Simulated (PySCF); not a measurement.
# C2H5BNS: the cost of one run

Computed with PySCF 2.14.0 and routines of our own; the level stands in each step. Atoms count from 0.

## 1. The starting structure

10 atoms, charge -1, multiplicity 1; geometry from: GFN2-xTB.

## 2. Magnetic properties: GIAO PBE/aug-pcSseg-1

The job: settings as JSON, then the geometry in Å.

```
{"job": {"kind": "mag", "xc": "PBE", "basis": "aug-pcSseg-1", "isotopologues": 2}, "charge": -1, "multiplicity": 1}
S      2.674429     0.212335     0.038951
C      1.010643     0.133138     0.033531
C      0.050942    -0.944934    -0.364966
B     -1.103461     0.152903     0.071832
N      0.146523     1.045712     0.396555
H      0.159752    -1.220741    -1.416593
H      0.183229    -1.850475     0.232040
H     -1.769488     0.616852    -0.818105
H     -1.743477    -0.102873     1.059671
H      0.399791     1.962736     0.744556
```

With the program's defaults for keys left out, this is: GIAO PBE/aug-pcSseg-1 magnetisability, rotational g tensor and spin-rotation constants, non-relativistic, gas phase.

The run is started by

```console
$ OMP_NUM_THREADS=1 python excited_run.py task.json out
```

This one command runs all jobs of the session in turn.

Q: Estimate the wall time and peak memory of this first job on 1 thread of AMD EPYC 9R45, shared host.

About 16 s, with a peak of 0.56 GiB.
